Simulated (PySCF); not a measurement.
# A diatomic session: InF

One table from this session's results is given with a row withheld; the runs are named, their logs left out.

The runs use PySCF 2.14.0; In aug-cc-pVDZ-PP with ECP28, F aug-cc-pVDZ, scalar-relativistic core potentials.

The first run:

Settings of the job:

| Property | Result |
| --- | --- |
| atoms | In, F |
| charge | 0 |
| basis | In aug-cc-pVDZ-PP with ECP28, F aug-cc-pVDZ |
| Hamiltonian | scalar-relativistic core potentials |
| basis functions | 55 |
| electrons treated | 30 |
| masses in u | 114.9039, 18.9984 |
| levels | PBE0, PBE, r²SCAN, r²SCANh, LDA, PW91, HSE06, HF, MP2, SCS-MP2, CCSD, CCSD(T) |
| grid | 80 radial by 434 angular points |
| occupations | held fixed by the projection of orbital angular momentum |
| dissociation limit | In + F, each in its ground configuration |
| starting distance in angstrom | 2.005 |
| values of 2S to try | 0, 2 |

Command:

```
$ OMP_NUM_THREADS=1 python dia.py task.json out
```

Steps of the session up to this table: The job; The PBE0 curve of the state that the search chose; Higher solutions at PBE0; PBE; r²SCAN; r²SCANh (hybrid meta-GGA); LDA (local density); PW91 (GGA); HSE06 (range-separated hybrid); RHF; MP2 and coupled cluster.

One table of the session follows, with a row left open; its other results are not shown here.

It belongs to the step «The curves together». Energy (eV) from each level's lowest point:

```
R (Å)    RHF  RHF-MP2  RHF-SCS-MP2  RHF-CCSD  RHF-CCSD(T)
1.742  0.918    1.018        1.036       n/a          n/a
1.823  0.359    0.429        0.441     0.415        0.428
1.903  0.082    0.123        0.129     0.114        0.122
1.964      ?        ?            ?         ?            ?
2.025  0.000    0.000        0.000     0.000        0.000
2.086  0.054    0.036        0.033     0.040        0.036
2.167  0.187    0.148        0.141     0.156        0.148
2.268  0.415    0.353        0.342     0.366        0.353
2.389  0.732    0.651        0.636     0.669        0.650
2.551  1.175    1.080        1.059       n/a          n/a
```

Q: Estimate the row for R (Å) = 1.964 from the others.

Worked estimate for «RHF». A straight line through the neighbours (1.903, 0.082) and (2.025, 0.000) gives 0.082 + (0.000 − 0.082) × (1.964 − 1.903) / (2.025 − 1.903) = 0.041; a parabola fitted to 4 rows on both sides gives -0.004.

As computed: RHF: 0.002; RHF-MP2: 0.022; RHF-SCS-MP2: 0.025; RHF-CCSD: 0.018; RHF-CCSD(T): 0.022. In «RHF» the line misses by +0.039 and the parabola by -0.006.
